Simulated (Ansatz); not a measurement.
Here is an Ansatz input file for GeBi3, space group Fm-3m. Write the same calculation for the Python package.

```yaml
crystal:
  lattice:
    - [0.0, 3.866821, 3.866821]
    - [3.866821, 0.0, 3.866821]
    - [3.866821, 3.866821, 0.0]
  atoms:
    - { symbol: Ge, position: [0.0, 0.0, 0.0] }
    - { symbol: Bi, position: [0.25, 0.25, 0.25] }
    - { symbol: Bi, position: [0.75, 0.75, 0.75] }
    - { symbol: Bi, position: [0.5, 0.5, 0.5] }
basis:
  ecutwfc: 517.0163386738
kpoints:
  mp_grid: { grid: [5, 5, 5], shift: [0.0, 0.0, 0.0] }
hamiltonian:
  xc: r2scan
  pseudopotentials: { kind: paw }
scf:
  max_iter: 75
  convergence: { dr2_threshold: 1.0e-08 }
  occupations: { method: fermi_dirac, width: 0.1 }
relax:
  f_tol: 0.03
  max_steps: 30
  cell: { stress_tol: 0.1 }
```

Launched from the shell:
```console
$ ansatz run input.yaml --threads 1 --pin off --max-ram 3072MiB --backend cpu --events-out ev --progress --plain --runs-dir out
Warning: relax.cell: scf.convergence.dr2_threshold = 1e-8 eV is looser than the 1.6e-9 eV advised for a relaxation that steers and ends on the stress (1e-10 eV for each atom of the cell: 4, times the square of relax.cell.stress_tol = 0.1 GPa over its default 0.05). What an SCF threshold leaves in a stress goes as its square root, and in the free energy as the threshold itself, and one threshold [...]
Engine: ansatz 0.2.0, x86_64-unknown-linux-gnu
Pseudopotentials: kind: paw
Pseudopotential: Ge, paw, valence charge 14, recommended cutoff 500 eV (meta_gga), Ge.paw.azcp
Pseudopotential: Bi, paw, valence charge 15, recommended cutoff 500 eV (meta_gga), Bi.paw.azcp
Functional definition: r2SCAN
  parameter k0 = 0.174
  parameter k1 = 0.065
  parameter a1 = 4.9479
  exchange = r2scan_x(k0 = k0, k1 = k1, a1 = a1)
  correlation = r2scan_c
Crystal: 4 atoms, lattice volume = 115.636 Å³
Basis set: ecut = 517.0163386738 eV, 3119 PW (Γ), exchange–correlation on 180×180×180 points (64 copies of the dense FFT grid, shifted against one another)
Bands: 36, of which v1, the nominal top of the filled ones, is band 30 counted from 1 (29 counted from 0)
Symmetry: 48 space group operations
Space group: Fm-3m (ITA 225), of the structure as read, at distance tolerance 4.9e-5 Å
k-points: 10 of 125
Non-local potential: Ge, projectors of the file, l = 0: 2, l = 1: 2, l = 2: 3, l = 3: 1
Non-local potential: Bi, projectors of the file, l = 0: 2, l = 1: 2, l = 2: 2, l = 3: 2
PAW form: soft (Blöchl's): semilocal exchange-correlation on the pseudo side does not see the compensation charge
PAW frozen core: Ge, regenerated for the run's functional (the file was generated under x = pbe(κ = 0.804, μ = 0.2195149727645171), c = pbe(β = 0.06672455060314922))
PAW frozen core: Bi, regenerated for the run's functional (the file was generated under x = pbe(κ = 0.804, μ = 0.2195149727645171), c = pbe(β = 0.06672455060314922))
PAW one-centre angular grid: Ge, 590 points (default); XC on 160 Gauss nodes
PAW one-centre angular grid: Bi, 590 points (default); XC on 160 Gauss nodes
Initial density: superposition of atomic densities (neutral atoms: chi_scale 0, normalization atom), corrected by the library's trained network
Initial wavefunctions: pseudopotential atomic-orbital guess
Functional: x = r2scan, c = r2scan; τ floored in thin density (d = 2e-4 eV/Å³)
SCF iter   1: F=—  HF=-41534.638837 eV  |F-HF|=—  |Δ(HF+E_count)|=         —  Δρ=4.04e-3  dr2=1.55e-2  dr2_τ=8.47e-4  ethr=1.77e-3  ⟨swp⟩=8.4  Hψ=1678  notcnv=0
preconditioner: auto → Kerker (q_TF=auto, 2.439 Å⁻¹)  [metal: Δε(μ)=0.177 eV  Ē_g=20.866 eV  σ=0.100 eV  W_gap=0.41  n_scr=26 (ndim 8)  ℏωp=26.5 eV  f_vac=0.000  D(μ)=2.70/eV (n_scr^D=14)]
SCF iter   2: F=—  HF=-41534.659678 eV  |F-HF|=—  |Δ(HF+E_count)|=   2.08e-2  Δρ=1.97e-3  dr2=4.24e-3  dr2_τ=1.39e-4  ethr=2.63e-5  ⟨swp⟩=2.0  Hψ=757  notcnv=0
SCF iter   3: F=—  HF=-41534.662105 eV  |F-HF|=—  |Δ(HF+E_count)|=   2.43e-3  Δρ=1.00e-3  dr2=1.31e-3  dr2_τ=2.33e-5  ethr=7.19e-6  ⟨swp⟩=2.0  Hψ=461  notcnv=0
SCF iter   4: F=—  HF=-41534.663159 eV  |F-HF|=—  |Δ(HF+E_count)|=   1.05e-3  Δρ=3.16e-4  dr2=1.17e-4  dr2_τ=1.43e-6  ethr=2.22e-6  ⟨swp⟩=2.4  Hψ=662  notcnv=0
SCF iter   5: F=—  HF=-41534.663326 eV  |F-HF|=—  |Δ(HF+E_count)|=   1.67e-4  Δρ=8.73e-5  dr2=1.03e-5  dr2_τ=8.06e-8  ethr=1.98e-7  ⟨swp⟩=2.0  Hψ=665  notcnv=0
SCF iter   6: F=—  HF=-41534.663259 eV  |F-HF|=—  |Δ(HF+E_count)|=   6.71e-5  Δρ=1.72e-5  dr2=3.42e-7  dr2_τ=2.39e-8  ethr=1.75e-8  ⟨swp⟩=2.0  Hψ=677  notcnv=0
SCF iter   7: F=—  HF=-41534.663383 eV  |F-HF|=—  |Δ(HF+E_count)|=   1.24e-4  Δρ=3.97e-6  dr2=3.11e-8  dr2_τ=4.31e-10  ethr=5.79e-10  ⟨swp⟩=2.0  Hψ=668  notcnv=0
SCF iter   8: F=-41534.663383 eV  HF=-41534.663383 eV  |F-HF|=5.97e-10  |Δ(HF+E_count)|=   1.28e-8  Δρ=1.07e-6  dr2=1.30e-9  dr2_τ=2.68e-11  ethr=1.69e-11  ⟨swp⟩=5.1  Hψ=1404  notcnv=0
SCF 1 converged in 8 iterations: F = -41534.663383 eV  dr2 = 1.30e-9
  greatest PAW one-centre occupation: 0.998 electrons in one spin orbital (limit 2), on the Ge atom at site 0 (counted from 0), in its partial waves of l = 2
relax step   1: F+E_penalty+E_count = -41534.66338298 eV  Δ(F+E_penalty+E_count) = +0.000e0 eV  max|allowed force component| = 2.313e-18 eV/Å  Δτ_max = 0.0000 Å  P = -1.075 GPa  Ω = 115.636 Å³  (8 SCF iters, accepted)
Crystal: 4 atoms, lattice volume = 112.469 Å³
Basis set: ecut = 517.0163386738 eV, 2975 PW (Γ), exchange–correlation on 180×180×180 points (64 copies of the dense FFT grid, shifted against one another)
Initial density: handed on by an earlier stage of this run
Initial wavefunctions: those handed on with the density
iter 1 solved again at ethr=7.01e-7 eV; its pass at ethr=3.10e-3 eV (dr2=4.14e-4 eV) is discarded
SCF iter   1: F=—  HF=-41534.630050 eV  |F-HF|=—  |Δ(HF+E_count)|=         —  Δρ=3.64e-4  dr2=4.21e-4  dr2_τ=1.45e-2  ethr=7.01e-7  ⟨swp⟩=3.2  Hψ=2223  notcnv=0
preconditioner: auto → Kerker (q_TF=auto, 2.450 Å⁻¹)  [metal: Δε(μ)=0.094 eV  Ē_g=20.908 eV  σ=0.100 eV  W_gap=0.22  n_scr=26 (ndim 8)  ℏωp=26.9 eV  f_vac=0.000  D(μ)=2.84/eV (n_scr^D=14)]
SCF iter   2: F=—  HF=-41534.669983 eV  |F-HF|=—  |Δ(HF+E_count)|=   3.99e-2  Δρ=3.97e-4  dr2=5.15e-4  dr2_τ=1.75e-6  ethr=7.01e-7  ⟨swp⟩=2.5  Hψ=685  notcnv=0
SCF iter   3: F=—  HF=-41534.669962 eV  |F-HF|=—  |Δ(HF+E_count)|=   2.12e-5  Δρ=2.45e-4  dr2=1.75e-4  dr2_τ=6.50e-7  ethr=7.01e-7  ⟨swp⟩=1.3  Hψ=374  notcnv=0
SCF iter   4: F=—  HF=-41534.669982 eV  |F-HF|=—  |Δ(HF+E_count)|=   2.07e-5  Δρ=6.28e-5  dr2=5.59e-6  dr2_τ=4.27e-8  ethr=2.97e-7  ⟨swp⟩=2.0  Hψ=434  notcnv=0
SCF iter   5: F=—  HF=-41534.670045 eV  |F-HF|=—  |Δ(HF+E_count)|=   6.29e-5  Δρ=2.67e-5  dr2=8.17e-7  dr2_τ=1.47e-8  ethr=9.47e-9  ⟨swp⟩=2.0  Hψ=468  notcnv=0
SCF iter   6: F=—  HF=-41534.670046 eV  |F-HF|=—  |Δ(HF+E_count)|=   6.62e-7  Δρ=1.74e-5  dr2=5.97e-7  dr2_τ=4.62e-9  ethr=1.39e-9  ⟨swp⟩=2.1  Hψ=661  notcnv=0
SCF iter   7: F=—  HF=-41534.670046 eV  |F-HF|=—  |Δ(HF+E_count)|=   3.39e-7  Δρ=5.43e-6  dr2=4.21e-8  dr2_τ=3.90e-10  ethr=1.01e-9  ⟨swp⟩=2.0  Hψ=465  notcnv=0
SCF iter   8: F=—  HF=-41534.670046 eV  |F-HF|=—  |Δ(HF+E_count)|=   2.22e-8  Δρ=3.39e-6  dr2=2.04e-8  dr2_τ=1.96e-10  ethr=1.69e-11  ⟨swp⟩=5.0  Hψ=1323  notcnv=0
SCF iter   9: F=-41534.670046 eV  HF=-41534.670046 eV  |F-HF|=4.22e-10  |Δ(HF+E_count)|=   1.46e-8  Δρ=7.25e-7  dr2=7.07e-10  dr2_τ=8.13e-12  ethr=1.69e-11  ⟨swp⟩=5.0  Hψ=1167  notcnv=0
SCF 2 converged in 9 iterations: F = -41534.670046 eV  dr2 = 7.07e-10
relax step   2: F+E_penalty+E_count = -41534.67004634 eV  Δ(F+E_penalty+E_count) = -6.663e-3 eV  max|allowed force component| = 3.585e-17 eV/Å  Δτ_max = 0.0000 Å  P = +0.484 GPa  Ω = 112.469 Å³  energy of the carried Pulay correction = +4.405e-4 eV  (9 SCF iters, accepted)
Crystal: 4 atoms, lattice volume = 113.434 Å³
iter 1 solved again at ethr=8.91e-8 eV; its pass at ethr=3.10e-3 eV (dr2=5.25e-5 eV) is discarded
SCF iter   1: F=—  HF=-41534.666985 eV  |F-HF|=—  |Δ(HF+E_count)|=         —  Δρ=1.02e-4  dr2=3.02e-5  dr2_τ=1.40e-3  ethr=8.91e-8  ⟨swp⟩=3.0  Hψ=2007  notcnv=0
preconditioner: auto → Kerker (q_TF=auto, 2.447 Å⁻¹)  [metal: Δε(μ)=0.126 eV  Ē_g=20.843 eV  σ=0.100 eV  W_gap=0.29  n_scr=26 (ndim 8)  ℏωp=26.8 eV  f_vac=0.000  D(μ)=2.80/eV (n_scr^D=14)]
SCF iter   2: F=—  HF=-41534.671232 eV  |F-HF|=—  |Δ(HF+E_count)|=   4.25e-3  Δρ=1.27e-4  dr2=5.61e-5  dr2_τ=1.73e-7  ethr=5.12e-8  ⟨swp⟩=2.8  Hψ=690  notcnv=0
SCF iter   3: F=—  HF=-41534.671226 eV  |F-HF|=—  |Δ(HF+E_count)|=   5.99e-6  Δρ=7.01e-5  dr2=1.54e-5  dr2_τ=6.29e-8  ethr=5.12e-8  ⟨swp⟩=2.0  Hψ=422  notcnv=0
SCF iter   4: F=—  HF=-41534.671261 eV  |F-HF|=—  |Δ(HF+E_count)|=   3.49e-5  Δρ=1.32e-5  dr2=1.94e-7  dr2_τ=2.39e-9  ethr=2.62e-8  ⟨swp⟩=2.0  Hψ=434  notcnv=0
SCF iter   5: F=—  HF=-41534.671310 eV  |F-HF|=—  |Δ(HF+E_count)|=   4.86e-5  Δρ=4.46e-6  dr2=3.72e-8  dr2_τ=2.30e-10  ethr=3.28e-10  ⟨swp⟩=2.1  Hψ=678  notcnv=0
SCF iter   6: F=—  HF=-41534.671310 eV  |F-HF|=—  |Δ(HF+E_count)|=   1.71e-9  Δρ=2.40e-6  dr2=1.15e-8  dr2_τ=9.53e-11  ethr=1.69e-11  ⟨swp⟩=5.1  Hψ=1414  notcnv=0
SCF iter   7: F=-41534.671310 eV  HF=-41534.671310 eV  |F-HF|=2.26e-10  |Δ(HF+E_count)|=   4.15e-9  Δρ=6.91e-7  dr2=7.24e-10  dr2_τ=7.84e-12  ethr=1.69e-11  ⟨swp⟩=4.9  Hψ=1127  notcnv=0
SCF 3 converged in 7 iterations: F = -41534.671310 eV  dr2 = 7.24e-10
relax step   3: F+E_penalty+E_count = -41534.67130964 eV  Δ(F+E_penalty+E_count) = -1.263e-3 eV  max|allowed force component| = 2.689e-17 eV/Å  Δτ_max = 0.0000 Å  P = -0.016 GPa  Ω = 113.434 Å³  energy of the carried Pulay correction = +3.050e-4 eV  (7 SCF iters, accepted)
Initial wavefunctions: pseudopotential atomic-orbital guess (no wavefunctions were taken with the density)
iter 1 solved again at ethr=2.27e-8 eV; its pass at ethr=3.10e-3 eV (dr2=1.34e-5 eV) is discarded
SCF iter   1: F=—  HF=-41534.670924 eV  |F-HF|=—  |Δ(HF+E_count)|=         —  Δρ=1.94e-5  dr2=4.86e-8  dr2_τ=3.44e-7  ethr=2.27e-8  ⟨swp⟩=4.0  Hψ=2805  notcnv=0
preconditioner: auto → Kerker (q_TF=auto, 2.447 Å⁻¹)  [metal: Δε(μ)=0.126 eV  Ē_g=20.845 eV  σ=0.100 eV  W_gap=0.29  n_scr=26 (ndim 8)  ℏωp=26.8 eV  f_vac=0.000  D(μ)=2.80/eV (n_scr^D=14)]
SCF iter   2: F=—  HF=-41534.671015 eV  |F-HF|=—  |Δ(HF+E_count)|=   9.09e-5  Δρ=1.08e-5  dr2=2.22e-8  dr2_τ=9.35e-9  ethr=8.24e-11  ⟨swp⟩=2.3  Hψ=679  notcnv=0
SCF iter   3: F=-41534.671015 eV  HF=-41534.671015 eV  |F-HF|=4.77e-9  |Δ(HF+E_count)|=   5.95e-8  Δρ=3.08e-6  dr2=1.92e-9  dr2_τ=8.83e-10  ethr=1.69e-11  ⟨swp⟩=3.0  Hψ=1464  notcnv=0
SCF 4 converged in 3 iterations: F = -41534.671015 eV  dr2 = 1.92e-9
relax step   4: F+E_penalty+E_count = -41534.67101524 eV  Δ(F+E_penalty+E_count) = +2.944e-4 eV  max|allowed force component| = 2.891e-17 eV/Å  Δτ_max = 0.0000 Å  P = -0.019 GPa  Ω = 113.434 Å³  stress off target by 1.87e-2 GPa  SCF on the basis re-selected at this cell (its energy is not comparable with the rows above)  (3 SCF iters)
basis re-selected at this cell: Δ(F+E_penalty+E_count) = +2.944e-4 eV, ΔP = -0.003 GPa vs the last step (what re-selecting the basis moved, of the pressure what is left beyond the Pulay correction that the steps carried, after the strain that the cell walked since its last selection, with what the two solves' SCF thresholds leave and, on support functions, any second-order correction that the steps lacked; it is no measure of the basis error at this ecutwfc). This SCF's stress stands 1.87e-2 GPa from its target on what of the cell is left free (relax.cell.stress_tol is 1.00e-1 GPa) and its largest allowed force component is 2.89e-17 eV/Å (relax.f_tol is 3.00e-2 eV/Å): within both
SCF converged after 3 iterations
Free energy (F): -41534.671015 eV
Harris-Foulkes:  -41534.671015 eV  (|F-HF|=4.77e-9)
Internal energy: -41534.578716 eV  (E = F + TS)
E sigma→0 (E₀):  -41534.624866 eV
Entropy (-TS):   -0.092299 eV (-23.075 meV/atom)
Fermi energy:    11.730846 eV
--- Per-component energies (eV) ---
  E_band       = -406.279732
  E_kinetic    = 1011.917973
  E_local      = -6434.541314  (includes V_loc(G=0)·N_el)
  E_nonlocal   = 2099.416113
  E_hartree    = 2310.403258
  E_xc         = -490.456635
  E_vxc        = -536.159807  (∫ρ·V_xc dr)
  E_paw        = -34095.486327  (= ΣΔE_a)
  E_vpaw       = -1204.292802  (= ΣTr[D̂ρ^β])
  E_aug_tail   = -0.000532  (compensation charges beyond the density's cutoff)
  E_vtau       = 36.571752  (kinetic-family band-sum trace: ∫τ·v_τ [+ j·A + Jᵃ·Aᵃ] dr)
  E_ewald      = -5937.372129
  E_core_change = 1.540876  (= ΣΔE_core)
  E_smearing   = -0.092299  (= −TS)
  E_closure    = -0.000000  (closes the sum)
  Σ components = -41534.671015   (vs F -41534.671015, Δ=0.00e0)
--- Forces (eV/Å), atoms counted from 1 ---
  atom   1  Ge     0.00000000    -0.00000000     0.00000000
  atom   2  Bi     0.00000000     0.00000000     0.00000000
  atom   3  Bi    -0.00000000    -0.00000000    -0.00000000
  atom   4  Bi     0.00000000    -0.00000000    -0.00000000
  max |Σ_I F_I| component: 9.25e-18 eV/Å
--- Stress (GPa, compression-positive) ---
       -0.018660      -0.000000      -0.000000
       -0.000000      -0.018660      -0.000000
       -0.000000      -0.000000      -0.018660
  P = ⅓ Tr σ = -0.0187 GPa (-0.187 kbar)
--- Relaxed structure (3 steps of the walk, 3 accepted, 1 SCFs on fresh bases) ---
  F+E_penalty+E_count = -41534.67101524 eV   max|allowed force component| = 2.891e-17 eV/Å   (the final SCF, on the basis selected at the relaxed cell)
  cell:  # Å, volume = 113.4340 Å³
    - [-9.752860531714217e-35, 3.8421210088672844, 3.8421210088672844]
    - [3.8421210088672844, 2.038148813158236e-34, 3.8421210088672844]
    - [3.8421210088672844, 3.8421210088672844, 1.0628627599868145e-34]
  atoms:
    - { symbol: Ge, position: [-2.9126166443613375e-36, 4.2535594375892e-36, 8.846599553849792e-36] }
    - { symbol: Bi, position: [0.25, 0.25, 0.25] }
    - { symbol: Bi, position: [0.75, 0.75, 0.75] }
    - { symbol: Bi, position: [0.5, 0.5, 0.5] }
```

`gebi3_vcrelax.py`:
```python
from dataclasses import dataclass

import ansatz as az
from ase import Atoms
from ase.neighborlist import neighbor_list
import matplotlib.pyplot as plt
import numpy as np


@dataclass(frozen=True)
class Settings:
    occupations: str = "Fermi-Dirac"
    sigma: float = 0.1
    tolerance: float = 1e-08
    max_scf: int = 75
    xc: str = "r2scan"
    fmax: float = 0.03


settings = Settings()

def edges_and_angles(cell):
    cell = np.asarray(cell)
    a, b, c = np.linalg.norm(cell, axis=1)
    cosines = cell[1] @ cell[2] / (b * c), cell[0] @ cell[2] / (a * c), cell[0] @ cell[1] / (a * b)
    return (a, b, c, *np.degrees(np.arccos(cosines)))

atoms = Atoms(
    ["Ge", "Bi", "Bi", "Bi"],
    scaled_positions=[
        [0.0, 0.0, 0.0],
        [0.25, 0.25, 0.25],
        [0.75, 0.75, 0.75],
        [0.5, 0.5, 0.5],
    ],
    cell=[
        [0.0, 3.866821, 3.866821],
        [3.866821, 0.0, 3.866821],
        [3.866821, 3.866821, 0.0],
    ],
    pbc=True,
)
crystal = az.Crystal.from_ase(atoms)

calculation = (
    crystal.calculation()
    .occupations(settings.occupations, width=settings.sigma)
    .pseudopotentials("paw")
    .scf(tolerance=settings.tolerance, max_iterations=settings.max_scf)
    .functional(settings.xc)
    .kpoints(5, center="gamma")
    .basis(19 * az.Ha)
    .relax(force_tolerance=settings.fmax, max_steps=30, cell=True, stress_tolerance=0.1)
)
steps = []


def follow(event):
    if event["event"] != "relax_step":
        return
    row = event["data"]
    steps.append(row)
    print(f"step {row['step']:3d}  E = {row['lagrangian_ev']:.5f} eV  Fmax = {row['allowed_force_max_ev_ang']:.4f} eV/A  P = {row['pressure_gpa']:.3f} GPa")


outcome = calculation.session().plan(threads=1).execute(on_event=follow)
r = outcome.report

first, last = steps[0], steps[-1]
symbols = [site.symbol for site in outcome.lattice.sites]
print(f"energy gained {first['lagrangian_ev'] - last['lagrangian_ev']:.4f} eV in {len(steps) - 1} steps")
for label, vectors in (("before", first["cell_ang"]), ("after", outcome.lattice.cell_ang)):
    print(label, "a b c (A) {:.4f} {:.4f} {:.4f}  angles {:.2f} {:.2f} {:.2f}".format(*edges_and_angles(vectors)), f" V = {abs(np.linalg.det(vectors)):.3f} A^3")
print("final stress (GPa):", np.round(np.diag(r["stress_gpa"]), 3) + 0.0)

print("atom   start x y z (A)              end x y z (A)")
for symbol, a, b in zip(symbols, first["positions_ang"], last["positions_ang"]):
    print(f"{symbol:3s}", " ".join(f"{v:8.4f}" for v in a), "  ", " ".join(f"{v:8.4f}" for v in b))

final = Atoms(symbols, positions=last["positions_ang"], cell=outcome.lattice.cell_ang, pbc=True)
i, j, d = neighbor_list("ijd", final, 4.0)
for atom in range(len(final)):
    near = np.argsort(np.where(i == atom, d, np.inf))[:4]
    print(f"{symbols[atom]}{atom}:", ", ".join(f"{symbols[j[m]]} {d[m]:.3f}" for m in near if i[m] == atom))

fig, (top, bottom) = plt.subplots(2, 1, sharex=True, figsize=(4.5, 4))
top.plot([s["lagrangian_ev"] - last["lagrangian_ev"] for s in steps], "o-")
top.set_ylabel("E - E(final) (eV)")
bottom.semilogy([max(s["allowed_force_max_ev_ang"], 1e-6) for s in steps], "s-")
bottom.set(xlabel="step", ylabel="largest force (eV/A)")
fig.tight_layout()
fig.savefig("relax.png", dpi=100)

print("relaxed fractional positions")
for site in outcome.lattice.sites:
    print(f"  {site.symbol:2s}", " ".join(f"{v % 1:8.5f}" for v in np.round(site.position_frac, 5)))

print(f"free energy      {r['free_energy_ev']:.5f} eV")
print(f"per atom         {r['free_energy_ev'] / len(outcome.lattice.sites):.5f} eV")
print(f"SCF iterations   {r['n_iterations']}  (converged: {r['converged']})")
```

```console
$ python gebi3_vcrelax.py
DeckWarning: relax.cell: scf.convergence.dr2_threshold = 1e-8 eV is looser than the 1.6e-9 eV advised for a relaxation that steers and ends on the stress (1e-10 eV for each atom of the cell: 4, times the square of relax.cell.stress_tol = 0.1 GPa over its default 0.05). What an SCF threshold leaves in a stress goes as its square root, and in the free energy as the threshold itself, and one threshold admits the most on a small cell: of the crystals measured, under no hybrid functional and no lock [...]
step   1  E = -41534.66338 eV  Fmax = 0.0000 eV/A  P = -1.075 GPa
step   2  E = -41534.67005 eV  Fmax = 0.0000 eV/A  P = 0.484 GPa
step   3  E = -41534.67131 eV  Fmax = 0.0000 eV/A  P = -0.016 GPa
step   4  E = -41534.67102 eV  Fmax = 0.0000 eV/A  P = -0.019 GPa
energy gained 0.0076 eV in 3 steps
before a b c (A) 5.4685 5.4685 5.4685  angles 60.00 60.00 60.00  V = 115.636 A^3
after a b c (A) 5.4336 5.4336 5.4336  angles 60.00 60.00 60.00  V = 113.434 A^3
final stress (GPa): [-0.019 -0.019 -0.019]
atom   start x y z (A)              end x y z (A)
Ge    0.0000   0.0000   0.0000      0.0000   0.0000  -0.0000
Bi    1.9334   1.9334   1.9334      1.9211   1.9211   1.9211
Bi    5.8002   5.8002   5.8002      5.7632   5.7632   5.7632
Bi    3.8668   3.8668   3.8668      3.8421   3.8421   3.8421
Ge0: Bi 3.327, Bi 3.327, Bi 3.327, Bi 3.327
Bi1: Ge 3.327, Bi 3.327, Bi 3.327, Ge 3.327
Bi2: Ge 3.327, Bi 3.327, Bi 3.327, Bi 3.327
Bi3: Bi 3.327, Bi 3.327, Bi 3.327, Bi 3.327
relaxed fractional positions
  Ge  0.00000  0.00000  0.00000
  Bi  0.25000  0.25000  0.25000
  Bi  0.75000  0.75000  0.75000
  Bi  0.50000  0.50000  0.50000
free energy      -41534.67102 eV
per atom         -10383.66775 eV
SCF iterations   3  (converged: True)
```
(Warnings from the package without file and line, shortened.)

Caveats:
- Total energies depend on the potentials; only differences at equal settings carry meaning.
- Forces vanish by symmetry, so the ions can't move, and the end may be a saddle.
- For a metal this k-point mesh is coarse: on a finer one energies can move by several to tens of meV an atom and pressures by half a GPa or more, differences at one mesh by less.
- Energies along a relaxation are free energies. Rows at an unchanged volume are solved on a plane-wave basis chosen afresh for that cell, so the energy jumps there and such rows are no steps of the walk.
- Edges and angles are those of the cell as typed, here a primitive one, not of the conventional cell.
- Spin-orbit coupling, which matters for elements this heavy, is left out.
- This cell is a computed structure, which may not be the phase found in nature.
- Hardware and time: 23 s on 1 thread of Intel(R) Xeon(R) Platinum 8488C (Sapphire Rapids), with other jobs on the host, peak memory 0.96 GiB.

(Lines on the test bed's own set-up are left out of the output.)
